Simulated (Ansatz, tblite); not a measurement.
**The cluster Br2Hg7MnTe7: one state, many levels**

The task here is to estimate one member of a computed series from the others.

Program: Ansatz 0.2.0, Gaussian basis. Level of theory: as each input shows. These are calculated values, not measurements.

Levels to be run: GFN1-xTB, GFN2-xTB, PBE-D4/def2-SVP, r2SCAN-D4/def2-SVP, B3LYP-D4/def2-SVP, r2SCAN-D4/def2-mTZVP.

2 further runs of the same task are left out: 2 set aside as unsound or not needed.

### The structure

The geometry is that of the sextet, from an earlier relaxation (r2SCAN-D4/def2-SVP).

17 atoms, charge 0, spin multiplicity 6.

Bond lengths: Br1–Hg4 2.513 Å, Br2–Hg5 2.975 Å, Br2–Hg6 2.857 Å, Hg3–Te11 2.641 Å, Hg3–Te12 2.745 Å, Hg4–Te13 2.626 Å, Hg5–Te12 2.811 Å, Hg5–Te17 2.681 Å, Hg6–Te14 2.708 Å, Hg6–Te17 2.886 Å, Hg7–Te11 3.017 Å, Hg7–Te15 2.726 Å, Hg7–Te16 2.823 Å, Hg8–Te12 2.817 Å, Hg8–Te15 2.660 Å, Hg9–Te14 2.683 Å, Hg9–Te16 2.720 Å, Mn10–Te11 2.833 Å and more. Angles: Hg5–Br2–Hg6 79.1°, Te11–Hg3–Te12 161.9°, Br1–Hg4–Te13 173.3°, Br2–Hg5–Te12 93.6°, Br2–Hg5–Te17 97.3°, Te12–Hg5–Te17 152.0°, Br2–Hg6–Te14 131.8°, Br2–Hg6–Te17 95.5°, Te14–Hg6–Te17 132.3°, Te11–Hg7–Te15 135.2°, Te11–Hg7–Te16 89.8°, Te15–Hg7–Te16 134.3°, Te12–Hg8–Te15 158.8°, Te14–Hg9–Te16 158.5°, Te11–Mn10–Te13 119.4°, Te11–Mn10–Te16 92.8°, Te11–Mn10–Te17 121.0°, Te13–Mn10–Te16 109.9° and more.

Hg, Te take a core potential in the def2 sets. No spin-orbit coupling is included.

PBE0-D4/def2-SVP was run before; its log isn't repeated, and its numbers join the tables.

Set-up of the first run:

Tight binding, by tblite at 300 K electronic temperature and without a spin-polarisation term:

```python
tblite.interface.Calculator('GFN1-xTB', numbers, positions, charge=0, uhf=5).singlepoint()
```

Tight binding, by tblite at 300 K electronic temperature and without a spin-polarisation term:

```python
tblite.interface.Calculator('GFN2-xTB', numbers, positions, charge=0, uhf=5).singlepoint()
```

start.molden holds the orbitals of an earlier run on this state, given as this run's starting guess.

File in.yaml:

```yaml
crystal:
  periodic: [false, false, false]
  atoms:
    - {symbol: Br, position_ang: [3.076740, -4.160299, -0.900973]}
    - {symbol: Br, position_ang: [-0.222488, 1.380019, 3.997766]}
    - {symbol: Hg, position_ang: [-3.244293, 2.104997, -0.597781]}
    - {symbol: Hg, position_ang: [0.739254, -3.993530, -1.807282]}
    - {symbol: Hg, position_ang: [-2.325811, 0.365974, 2.154234]}
    - {symbol: Hg, position_ang: [1.344764, -0.190646, 2.198560]}
    - {symbol: Hg, position_ang: [0.561442, 1.763621, -1.516448]}
    - {symbol: Hg, position_ang: [-0.900978, 3.356289, 1.644441]}
    - {symbol: Hg, position_ang: [3.109573, -0.888840, -0.570312]}
    - {symbol: Mn, position_ang: [-0.917899, -1.131611, -1.743915]}
    - {symbol: Te, position_ang: [-2.108810, 1.208370, -2.806831]}
    - {symbol: Te, position_ang: [-3.646184, 2.843459, 2.015587]}
    - {symbol: Te, position_ang: [-1.709700, -3.535763, -2.636163]}
    - {symbol: Te, position_ang: [4.023359, -0.477285, 1.918002]}
    - {symbol: Te, position_ang: [1.459935, 3.455418, 0.423390]}
    - {symbol: Te, position_ang: [1.651696, -0.484035, -2.831014]}
    - {symbol: Te, position_ang: [-0.890620, -1.616135, 1.058740]}
basis:
  gaussian: {orbitals: def2-SVP, fitting: {mean_field: def2-universal-jkfit}, initial_orbitals: start.molden}
magnetization: {spin_polarized: true, initial_magnetization: 5}
hamiltonian: {xc: pbe, dispersion: d4}
scf: {omitted_lower_state_checks: [starts]}
output: {forces: true, orbitals: {seedname: orbitals}}
```

Launch:

```sh
> ansatz run in.yaml --threads 2 --pin off --events-out ev --progress --plain --max-ram 32768MiB --backend cuda --devices 0, --max-vram 18GiB
```

Steps of the session up to this table: PBE-D4/def2-SVP; r2SCAN-D4/def2-SVP; B3LYP-D4/def2-SVP; r2SCAN-D4/def2-mTZVP.

One table of the session follows, with a row left open; its other results are not shown here.

It belongs to the step «Binding energy». 

```
               level  binding an atom (eV)
     PBE-D4/def2-SVP                 1.572
  r2SCAN-D4/def2-SVP                 1.505
r2SCAN-D4/def2-mTZVP                 1.566
   B3LYP-D4/def2-SVP                 1.386
    PBE0-D4/def2-SVP                     ?
```

Q: Estimate the row for PBE0-D4/def2-SVP from the others.

As computed: binding an atom (eV): 1.503. In the column «binding an atom (eV)» it lies between B3LYP-D4/def2-SVP (1.386) and r2SCAN-D4/def2-SVP (1.505).

Caveats from the session: Free atoms were run apart at each level; binding is atoms less cluster, divided by the number of atoms, without zero-point or spin-orbit terms.
